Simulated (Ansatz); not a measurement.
**CH4GaSe radical: basis-set convergence**

An exercise on one series of results from a longer session: the logs are not shown, and one member is left open.

The runs use Ansatz 0.2.0, Gaussian basis; one geometry, several basis sets.

Plan: PBE0-D4/def2-SVP; ωB97M-V/def2-SVP; PBE0-D4/def2-QZVPP; the functionals' def2-TZVPP values are taken from earlier runs.

1 further run of the same task is left out (it didn't finish).

### Structure used throughout

The geometry comes from an earlier relaxation with PBE0-D4 in a triple-zeta def2 set; it is a stationary point, not always the lowest conformer.

SMILES `[CH3][Ga][SeH]`, 7 atoms, charge 0, spin multiplicity 2.

Atoms are counted from 1 here; the program's logs count them from 0.

Bond lengths: C1–Ga2 1.995 Å, C1–H4 1.093 Å, C1–H5 1.093 Å, C1–H6 1.089 Å, Ga2–Se3 2.367 Å, Se3–H7 1.468 Å. Angles: Ga2–C1–H4 108.5°, Ga2–C1–H5 108.5°, Ga2–C1–H6 111.8°, H4–C1–H5 108.9°, H4–C1–H6 109.6°, H5–C1–H6 109.6°, C1–Ga2–Se3 115.7°, Ga2–Se3–H7 93.4°.

Set-up of the first run:

Input file in.yaml:

```yaml
crystal:
  periodic: [false, false, false]
  atoms:
    - {symbol: C, position_ang: [-1.030488, 0.699402, -0.379931]}
    - {symbol: Ga, position_ang: [-0.092309, -0.801847, 0.540813]}
    - {symbol: Se, position_ang: [2.267266, -0.809904, 0.350483]}
    - {symbol: H, position_ang: [-0.666531, 1.642017, 0.036237]}
    - {symbol: H, position_ang: [-0.781904, 0.662482, -1.443410]}
    - {symbol: H, position_ang: [-2.110639, 0.638714, -0.255372]}
    - {symbol: H, position_ang: [2.414606, -2.030875, 1.151171]}
basis:
  gaussian: {orbitals: def2-SVP}
magnetization: {spin_polarized: true, initial_magnetization: 1}
hamiltonian: {xc: pbe0, dispersion: d4}
output: {orbitals: {seedname: orbitals}}
```

Steps of the session up to this table: PBE0-D4 in def2-SVP; ωB97M-V in def2-SVP; PBE0-D4 in def2-QZVPP.

One table of the session follows, with a row left open; its other results are not shown here.

It belongs to the step «Density functionals: the series». 

```
functional       basis  HOMO (eV)  LUMO (eV)
   PBE0-D4    def2-SVP      -5.54      -2.61
   PBE0-D4  def2-TZVPP      -5.59      -2.66
   PBE0-D4  def2-QZVPP      -5.61      -2.69
   ωB97M-V    def2-SVP      -7.47      -0.99
   ωB97M-V  def2-TZVPP          ?          ?
```

Q: Estimate the row for ωB97M-V, def2-TZVPP from the others.

**Answer.** HOMO (eV): -7.52; LUMO (eV): -1.06. In the column «HOMO (eV)» it is the lowest.
